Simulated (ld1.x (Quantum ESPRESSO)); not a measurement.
# Pseudopotential generation for Ga: PAW, LDA (PW92)

Aim: build the potential from the settings below, then test how well it stands in for the atom: other configurations, scattering, ghost states and the plane-wave cutoff that it needs.

Method: ld1.x (Quantum ESPRESSO) 7.5, LDA (PW92), scalar-relativistic.

## 1. The design

The settings as typed:

- element: gallium (Ga, Z = 31)
- type: PAW
- frozen core: [Ar]
- valence charge: 13
- reference configuration: 3d10 4s2 4p1
- partial waves: 4s (bound): rcut 1.40, rcutus 1.60 bohr; 4s channel at -0.25 Ry: rcut 1.40, rcutus 1.60 bohr; 4p (bound): rcut 2.15, rcutus 2.55 bohr; 4p channel at 1.3 Ry: rcut 2.15, rcutus 2.55 bohr; 3d (bound): rcut 0.75, rcutus 0.85 bohr; 3d channel at -0.85 Ry: rcut 0.75, rcutus 0.85 bohr
- local potential: all-electron potential smoothed inside 1.85 bohr (lloc = -1)
- core correction: Bessel-smoothed model core inside 0.60 bohr
- augmentation charge: BESSEL, radius 0.85 bohr

An earlier all-electron run gives the scale for the radii.

All-electron outer shells of the reference configuration (LDA (PW92), scalar-relativistic, ld1.x):

| shell | level (eV) | outermost node (bohr) | outermost maximum (bohr) |
| --- | --- | --- | --- |
| 3s | -147.44 | 0.27 | 0.56 |
| 3p | -98.66 | 0.24 | 0.56 |
| 3d | -19.41 | – | 0.53 |
| 4s | -9.17 | 0.81 | 1.87 |
| 4p | -2.73 | 0.87 | 2.53 |

## 2. The generation run

The input, Ga.in:

```
 &input
   title='Ga', zed=31., rel=1, dft='PW', iswitch=3,
   config='[Ar] 3d10 4s2 4p1',
   nld=3, rlderiv=2.75, eminld=-3.0, emaxld=5.0, deld=0.02
 /
 &inputp
   pseudotype=3, lpaw=.true., tm=.true., lloc=-1, rcloc=1.85,
   nlcc=.true., new_core_ps=.true., rcore=0.60,
   which_augfun='BESSEL', rmatch_augfun=0.85,
   file_pseudopw='Ga.UPF', file_wfcaegen='ae.wfc', file_wfcncgen='nc.wfc', file_beta='beta', file_chi='chi', file_wfcusgen='us.wfc'
 /
6
4S  1  0   2.00   0.00  1.40  1.60  0.0
4S  1  0   0.00  -0.25  1.40  1.60  0.0
4P  2  1   1.00   0.00  2.15  2.55  0.0
4P  2  1   0.00   1.30  2.15  2.55  0.0
3D  3  2  10.00   0.00  0.75  0.85  0.0
3D  3  2   0.00  -0.85  0.75  0.85  0.0
 &test
   configts(1)='3d10 4s2 4p1'
 /
```

On the command line:

```sh
$ ld1.x < Ga.in > Ga.out
```

What the program wrote to Ga.out (without the banner and most projector matrices):

```text
     Program LD1 v.7.5
     --------------------------- All-electron run ----------------------------

     Ga
     scalar relativistic calculation

     atomic number is 31.00
     dft =PW   lsd =0 sic =0 latt =0  beta=0.20 tr2=1.0E-14
     Exchange-correlation= PW
                           (   1   4   0   0   0   0   0)
     mesh =1205 r(mesh) = 101.09016 a.u. xmin = -7.00 dx = 0.01250
     1 Ry =  13.60569312 eV, c = 137.03599908

     n l     nl                  e(Ry)          e(Ha)          e(eV)
     1 0     1S 1( 2.00)      -750.4709      -375.2355    -10210.6771
     2 0     2S 1( 2.00)       -92.6127       -46.3063     -1260.0596
     2 1     2P 1( 6.00)       -80.7168       -40.3584     -1098.2081
     3 0     3S 1( 2.00)       -10.8363        -5.4181      -147.4352
     3 1     3P 1( 6.00)        -7.2513        -3.6257       -98.6593
     3 2     3D 1(10.00)        -1.4264        -0.7132       -19.4071
     4 0     4S 1( 2.00)        -0.6740        -0.3370        -9.1703
     4 1     4P 1( 1.00)        -0.2009        -0.1004        -2.7331

     final scf error:  1.6E-15 reached in  29 iterations

     Etot =   -3882.243583 Ry,   -1941.121791 Ha,  -52820.614817 eV

     Ekin =    3946.704062 Ry,    1973.352031 Ha,   53697.644309 eV
     Encl =   -9361.625946 Ry,   -4680.812973 Ha, -127371.409759 eV
     Eh   =    1677.888875 Ry,     838.944438 Ha,   22828.841128 eV
     Exc  =    -145.210573 Ry,     -72.605287 Ha,   -1975.690495 eV

     normalization and overlap integrals

     s(1S/1S) =  1.000000  <r> =   0.0487  <r2> =    0.0032  r(max) =   0.0319
     s(2S/2S) =  1.000000  <r> =   0.2182  <r2> =    0.0562  r(max) =   0.1833
     s(2P/2P) =  1.000000  <r> =   0.1909  <r2> =    0.0447  r(max) =   0.1464
     s(3S/3S) =  1.000000  <r> =   0.6531  <r2> =    0.4929  r(max) =   0.5647
     s(3P/3P) =  1.000000  <r> =   0.6800  <r2> =    0.5460  r(max) =   0.5647
     s(3D/3D) =  1.000000  <r> =   0.8111  <r2> =    0.8645  r(max) =   0.5305
     s(4S/4S) =  1.000000  <r> =   2.3302  <r2> =    6.3244  r(max) =   1.8748
     s(4P/4P) =  1.000000  <r> =   3.3751  <r2> =   13.7520  r(max) =   2.5307

     ------------------------ End of All-electron run ------------------------

     --------------------- Generating PAW atomic setup --------------------

      Generating local potential from pseudized AE potential:
      Matching radius rcloc =   1.8500

      Local pseudo, rcloc= 1.852 Estimated cut-off energy=     7.14 Ry

      Computing core charge for nlcc:

       r > 0.60 : true rho core
      Core charge pseudized with two Bessel functions
      Integrated core pseudo-charge :   9.44
      Wfc-us  4S rcutus= 1.594  Estimated cut-off energy=    16.50 Ry
      Wfc-us  4S rcutus= 1.594  Estimated cut-off energy=    16.99 Ry
      Wfc-us  4P rcutus= 2.563  Estimated cut-off energy=    11.42 Ry
      Wfc-us  4P rcutus= 2.563  Estimated cut-off energy=    16.52 Ry
      Wfc-us  3D rcutus= 0.853  Estimated cut-off energy=   157.15 Ry
      Wfc-us  3D rcutus= 0.853  Estimated cut-off energy=   159.60 Ry

     Required augmentation: BESSEL   radius:    0.850000
     Suggested rho cutoff for augmentation: 136.45 Ry

     Estimated PAW energy = -272.108163 Ryd

     The PAW screened D coefficients
     0.46562     0.52937     0.00000     0.00000     0.00000     0.00000
     0.52937     0.60150     0.00000     0.00000     0.00000     0.00000
     0.00000     0.00000     0.23467     0.28427     0.00000     0.00000
     0.00000     0.00000     0.28427     0.35775     0.00000     0.00000
     0.00000     0.00000     0.00000     0.00000   -10.30787    -6.40933
     0.00000     0.00000     0.00000     0.00000    -6.40933    -3.99099

     The PAW descreened D coefficients (US)
     0.21344     0.23397     0.00000     0.00000     0.00000     0.00000
     0.23397     0.25626     0.00000     0.00000     0.00000     0.00000
     0.00000     0.00000    -0.60015    -0.69714     0.00000     0.00000
     0.00000     0.00000    -0.69714    -0.83256     0.00000     0.00000
     0.00000     0.00000     0.00000     0.00000    -9.22501    -5.70441
     0.00000     0.00000     0.00000     0.00000    -5.70441    -3.53280

     ------------------- End of pseudopotential generation -------------------

     [... the all-electron block is printed once more ...]


     Computing logarithmic derivative in   2.74500
     Computing logarithmic derivative in   2.74500
     Computing the partial wave expansion
     R is outside the sphere for l=    0 j= 0.00
     R is outside the sphere for l=    0 j= 0.00
     R is outside the sphere for l=    1 j= 0.00
     R is outside the sphere for l=    1 j= 0.00
     R is outside the sphere for l=    2 j= 0.00
     R is outside the sphere for l=    2 j= 0.00

     ---------------------- Testing the pseudopotential ----------------------

     Ga
     scalar relativistic calculation

     atomic number is 31.00   valence charge is 13.00
     dft = SLA  PW   NOGX NOGC   lsd =0 sic =0 latt =0  beta=0.20 tr2=1.0E-14
     mesh =1205 r(mesh) = 101.09016 xmin = -7.00 dx = 0.01250

     n l     nl             e AE (Ry)        e PS (Ry)    De AE-PS (Ry)
     3 2     3D   1(10.00)       -1.42640       -1.42640        0.00001
     1 0     4S   1( 2.00)       -0.67400       -0.67401        0.00001
     2 1     4P   1( 1.00)       -0.20088       -0.20088       -0.00000

     eps = 5.1E-15  iter =  6

     Etot =   -3882.243583 Ry,   -1941.121791 Ha,  -52820.614817 eV
     Etotps =  -272.108177 Ry,    -136.054089 Ha,   -3702.220354 eV

     Ekin =     269.308458 Ry,     134.654229 Ha,    3664.128228 eV
     Encl =    -541.868356 Ry,    -270.934178 Ha,   -7372.494562 eV
     Ehrt =     145.662284 Ry,      72.831142 Ha,    1981.836338 eV
     Ecxc =    -145.210563 Ry,     -72.605281 Ha,   -1975.690358 eV
     (Ecc =     -21.108242 Ry,     -10.554121 Ha,    -287.192265 eV)

     ---------------------- End of pseudopotential test ----------------------
```

Wall time 1 s (1 thread of Neoverse-V1, shared host). This counts the later configuration tests of the new file too.

All-electron and pseudo partial waves u(r) = r·R(r), from the program's wave files:

```csv
r (bohr),3d AE,3d PS
0.128,0.2373,0.0391
0.255,0.7019,0.2546
0.382,0.9980,0.6187
0.510,1.0936,0.9334
0.638,1.0638,1.0403
0.765,0.9770,0.9777
0.893,0.8700,0.8700
1.020,0.7627,0.7627
1.148,0.6616,0.6616
1.275,0.5713,0.5713
1.402,0.4917,0.4917
1.530,0.4218,0.4218
1.658,0.3614,0.3614
1.785,0.3099,0.3099
1.912,0.2656,0.2656
2.040,0.2273,0.2273
2.168,0.1945,0.1945
2.295,0.1667,0.1667
2.422,0.1428,0.1428
2.550,0.1222,0.1222
2.678,0.1046,0.1046
2.805,0.0897,0.0897
2.932,0.0769,0.0769
3.060,0.0658,0.0658
3.188,0.0564,0.0564
3.315,0.0483,0.0483
```

## 3. Testing the new file in other configurations

The input, Ga.test.in:

```
 &input
   title='Ga', zed=31., rel=1, dft='PW', iswitch=2,
   config='[Ar] 3d10 4s2 4p1'
 /
 &test
   file_pseudo='Ga.UPF', nconf=10,
   configts(1)='3d10 4s2 4p1',
   configts(2)='3d10 4s2 4p0',
   configts(3)='3d10 4s1 4p0',
   configts(4)='3d10 4s0 4p0',
   configts(5)='3d10 4s1 4p1',
   configts(6)='3d10 4s2 4p1.3',
   configts(7)='3d9 4s2 4p1',
   configts(8)='3d9 4s2 4p2',
   configts(9)='3d10 4s2 4p1', lsdts(9)=1,
   configts(10)='3d10 4s1 4p0', lsdts(10)=1
 /
```

On the command line:

```sh
$ ld1.x < Ga.test.in > Ga.test.out
```

Ga.test.out, the pseudopotential blocks:

```text
     ---------------------- Testing the pseudopotential ----------------------

     Ga
     scalar relativistic calculation

     atomic number is 31.00   valence charge is 13.00
     dft =SLA  PW   NOGX NOGC   lsd =0 sic =0 latt =0  beta=0.20 tr2=1.0E-14
     mesh =1205 r(mesh) = 101.09016 xmin = -7.00 dx = 0.01250

     n l     nl             e AE (Ry)        e PS (Ry)    De AE-PS (Ry)
     3 2     3D   1(10.00)       -1.42640       -1.42640        0.00001
     1 0     4S   1( 2.00)       -0.67400       -0.67401        0.00001
     2 1     4P   1( 1.00)       -0.20088       -0.20088       -0.00000

     eps = 4.3E-15  iter =  6

     Etot =   -3882.243583 Ry,   -1941.121791 Ha,  -52820.614817 eV
     Etotps =  -272.108177 Ry,    -136.054089 Ha,   -3702.220353 eV

     Ekin =     269.308457 Ry,     134.654229 Ha,    3664.128227 eV
     Encl =    -541.868356 Ry,    -270.934178 Ha,   -7372.494560 eV
     Ehrt =     145.662284 Ry,      72.831142 Ha,    1981.836337 eV
     Ecxc =    -145.210563 Ry,     -72.605281 Ha,   -1975.690358 eV
     (Ecc =     -21.108242 Ry,     -10.554121 Ha,    -287.192265 eV)

     ---------------------- End of pseudopotential test ----------------------
```

9 tests gave no usable energy difference (3d10 4s2 4p0; 3d10 4s1 4p0; 3d10 4s0 4p0; 3d10 4s1 4p1; others); the test run stopped with "negative rho".

## 4. Does it scatter like the atom?

Taken from the files of the generation run. The phase is arctan(r·u′/u) with u = r·R, unwrapped, with energies in Ry. A pole is an energy at which the radial function vanishes at the test radius. The pseudo phase is shifted by a multiple of π to meet the all-electron one at the reference energy. Levels narrower than the energy grid can be missing from the poles. The last column is the largest difference on the grid between −1 and +1 Ry.

| channel | radius (bohr) | reference (Ry) | poles AE | poles PS | window around the reference with phases within 0.05 rad (Ry) | largest difference near zero (rad) |
| --- | --- | --- | --- | --- | --- | --- |
| s | 2.75 | -0.67 | 0.21 | 0.21 | below 2.9 | 0.000 |
| p | 2.75 | -0.20 | 1.23 | 1.23 | below 3.6 | 0.000 |
| d | 2.75 | -1.43 | -1.40, 3.08 | -1.40, 3.08 | the whole range | 0.000 |

Phases (rad) along the scan:

```csv
E (Ry),s AE,s PS,p AE,p PS
-3.00,1.316,1.316,1.339,1.338
-2.52,1.276,1.276,1.312,1.311
-2.04,1.208,1.208,1.272,1.272
-1.56,1.061,1.061,1.209,1.209
-1.08,0.509,0.509,1.088,1.088
-0.60,-1.043,-1.043,0.755,0.755
-0.12,-1.466,-1.466,-0.445,-0.445
0.36,-1.605,-1.605,-1.255,-1.255
0.84,-1.691,-1.690,-1.481,-1.481
1.32,-1.769,-1.768,-1.587,-1.587
1.80,-1.869,-1.867,-1.662,-1.662
2.28,-2.043,-2.036,-1.732,-1.733
2.76,-2.486,-2.454,-1.820,-1.823
3.24,-3.568,-3.502,-1.966,-1.982
3.72,-4.212,-4.183,-2.322,-2.417
4.20,-4.434,-4.419,-3.374,-3.670
4.68,-4.539,-4.528,-4.169,-4.308
```

## 5. Cutoff and ghost test in a Bessel basis

This step uses the generator's waves and projectors in a separate script. Basis: spherical Bessel functions vanishing at 20 bohr, q² up to the cutoff; potential fixed at the reference.

All-electron valence levels (Ry): 4s -0.6740, 4p -0.2009, 3d -1.4264. The lowest levels of each channel (Ry) by cutoff; the last column sums, over occupied levels, occupation times the distance from the level at 400 Ry. A positive value at high cutoff is not a bound level.

```
cutoff (Ry)     s #1     p #1     d #1    f #1  Σ f·Δε (mRy)
          8  -0.6617  -0.2002   0.0494  0.1046       14783.5
         25  -0.6738  -0.2009   0.0476  0.1046       14740.6
         50  -0.6740  -0.2009  -0.1663  0.1046       12601.2
        100  -0.6740  -0.2009  -1.3228  0.1046        1036.7
        180  -0.6740  -0.2009  -1.4246  0.1046          18.2
        230  -0.6740  -0.2009  -1.4260  0.1046           4.3
        400  -0.6740  -0.2009  -1.4264  0.1046           0.0
```

The sum stays within 10 mRy from 230 Ry and within 1 mRy only somewhere over 300 Ry. The sum leaves out empty levels, which can need more. Ghost test: no level below the all-electron spectrum of its channel (s, p, d, f tested).

## 6. Summary of results

```
                                                quantity                        value
               cutoffs for 10 and 1 mRy, occupied levels       230 Ry and over 300 Ry
                                            bound ghosts                   none found
                                     configuration tests  no usable energy difference
largest phase difference near zero energy, channels read                    0.000 rad
         lowest eigenvalue of the overlap (Bessel basis)                    0.544 (s)
```

**Reading.** The test run broke off, so later configurations gave nothing; no test gave an energy difference. The potential is very hard: the looser tolerance needs 230 Ry. The tighter tolerance needs over 300 Ry, and converged work needs a cutoff nearer that. The slowest occupied level is 3d: taken alone it needs 230 Ry to come within 1 mRy, against 18 Ry for 4s. It is free of bound ghosts as far as tested. Near zero energy the phases of the channels with partial waves agree within 0.001 rad. These are tests on the free atom; a crystal test is still owed.
